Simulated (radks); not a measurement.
# Ionising bismuth step by step, Bi⁴²⁺ to Bi⁶²⁺

One table from this session's results is given with a row withheld; the runs are named, their logs left out.

Program: radks (a radial shooting solver on a logarithmic mesh, Libxc functionals) version 1. Level of theory: Dirac Kohn-Sham, LB94 model potential, spin-unpolarised, spherical densities, finite nucleus; open shells fill j = l - 1/2 first. These are calculated values, not measurements, unless marked.

### The system

| Item | Value |
| --- | --- |
| element | bismuth (Z = 83) |
| charges | 42 to 62 |
| first configuration | [Kr] 4d5 |
| last configuration | [Ar] 3d3 |

LB94 adds a gradient term to the LDA potential that gives it a −1/r tail. It is a model potential with no energy functional, so Etot and Exc are not given.

Set-up of the first run:

Input:

```text
Z 83
configuration [Kr] 4d5
relativity Dirac
functional lda,pw
model_potential LB94
spin unpolarised
j_filling energy
nucleus finite rms 5.5211 fm
c 137.035999084
```

Steps of the session up to this table: Bi⁴²⁺, [Kr] 4d5.

One table of the session follows, with a row left open; its other results are not shown here.

It belongs to the step «Bi⁴²⁺, [Kr] 4d5». Sizes of the orbitals, from the radial functions (bohr):

| level | <r> | outermost maximum (interpolated) | 90 % within | nodes |
| --- | --- | --- | --- | --- |
| 3p3/2 | 0.1755 | 0.163 | 0.262 | 1 |
| 3d3/2 | 0.1522 | 0.126 | 0.236 | 0 |
| 3d5/2 | 0.1569 | 0.130 | 0.242 | 0 |
| 4s1/2 | 0.3477 | 0.340 | 0.493 | 3 |
| 4p1/2 | 0.3437 | 0.335 | 0.493 | 2 |
| 4p3/2 | 0.3687 | 0.361 | 0.527 | 2 |
| 4d3/2 | ? | ? | ? | ? |
| 4d5/2 | 0.3639 | 0.352 | 0.530 | 1 |

**Question.** Estimate the row for 4d3/2.

The run gave: <r>: 0.3569; outermost maximum (interpolated): 0.344; 90 % within: 0.521; nodes: 1. In the column «<r>» it lies between 4s1/2 (0.3477) and 4d5/2 (0.3639).

To keep in mind: Spin polarisation and multiplet splitting are left out.
